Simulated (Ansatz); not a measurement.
# RuNH2 (doublet): from Hartree-Fock to the top rungs, def2-SVP

The task here is to estimate one member of a computed series from the others.

Method: def2-SVP, core rule «outside noble gas», up to 5 orbitals frozen; program: Ansatz 0.2.0, Gaussian basis.

Plan: UHF; CCSD(T) on ROHF; CCSD(T) on UHF; CISD; CCSDT(Q) on ROHF; CCSDT(Q) on UHF; CASSCF and MRCISD+Q, 15 electrons in 12 orbitals; CASSCF and NEVPT2, 15 electrons in 12 orbitals.

5 further runs of the same task are left out: 5 set aside as unsound or not needed.

## What is computed

The geometry is a PBE0/def2-TZVP stationary point (not a proven minimum). No spin-orbit coupling is included. Elements past krypton take def2 core potentials.

4 atoms, charge 0, spin multiplicity 2.

Atoms are counted from 1 here; the program's logs count them from 0.

Bond lengths: Ru1–N2 1.873 Å, N2–H3 1.011 Å, N2–H4 1.011 Å. Angles: Ru1–N2–H3 124.2°, Ru1–N2–H4 124.2°, H3–N2–H4 111.7°.

Set-up of the first run:

File in.yaml:

```yaml
crystal:
  periodic: [false, false, false]
  atoms:
    - {symbol: Ru, position_ang: [0.000000, 0.000000, 0.265998]}
    - {symbol: N, position_ang: [0.000000, 0.000000, -1.606505]}
    - {symbol: H, position_ang: [0.000000, 0.836554, -2.174006]}
    - {symbol: H, position_ang: [0.000000, -0.836554, -2.174006]}
basis:
  gaussian: {orbitals: def2-SVP}
magnetization: {spin_polarized: true, initial_magnetization: 1}
hamiltonian: {xc: hf}
output: {orbitals: {seedname: orbitals}}
```

Started as:

```sh
$ ansatz run in.yaml --threads 1 --pin off --events-out ev --progress --plain --max-ram 4096MiB --backend cpu
```

Steps of the session up to this table: UHF; CCSD(T) on ROHF; CCSD(T) on UHF; CISD; CCSDT(Q) on ROHF; CCSDT(Q) on UHF; CASSCF and MRCISD+Q, 15 electrons in 12 orbitals; CASSCF and NEVPT2, 15 electrons in 12 orbitals.

One of the session's tables, all rows but one given; the rest of the session is left out.

```
          method  from RCCSDT(Q) (kcal/mol)
            ROHF                    +250.58
             UHF                    +229.65
            RMP2                     +28.32
            UMP2                     +18.80
            CISD                     +41.77
           RCCSD                     +14.45
           UCCSD                      +4.87
        RCCSD(T)                      +2.45
        UCCSD(T)                      -5.46
          RCCSDT                      +1.10
          UCCSDT                     -10.68
       RCCSDT(Q)                          0
       UCCSDT(Q)                     -13.48
  CASSCF valence                          ?
  NEVPT2 valence                     +41.51
  MRCISD valence                     +23.94
MRCISD+Q valence                     +10.74
```

**Question.** Estimate the row for CASSCF valence.

As computed: from RCCSDT(Q) (kcal/mol): +174.75. In the column «from RCCSDT(Q) (kcal/mol)» it lies between CISD (+41.77) and UHF (+229.65).

Some runs used a GPU and others CPU threads alone; cost is compared among the CPU runs only.

The program flags UCCSD(T), UCCSDT(Q) as in doubt (see the logs), so those rows may rest on another solution; read them beside their warnings.

Limits of these values: The determinant is far from a pure spin state, so its energy mixes those of several spin states (harmless only where they are near-degenerate, as at dissociation). The program flags UCCSD(T), UCCSDT(Q) as in doubt, so those rows may rest on another solution; read them beside their warnings. Warnings: spin contamination; large T1 diagnostic. Restricted and unrestricted rows rest on different reference determinants; where their highest levels disagree by more than a few hundredths of an eV, they describe different states and don't form one ladder. Warnings in the runs' records: other amplitudes, large difference, lower state.
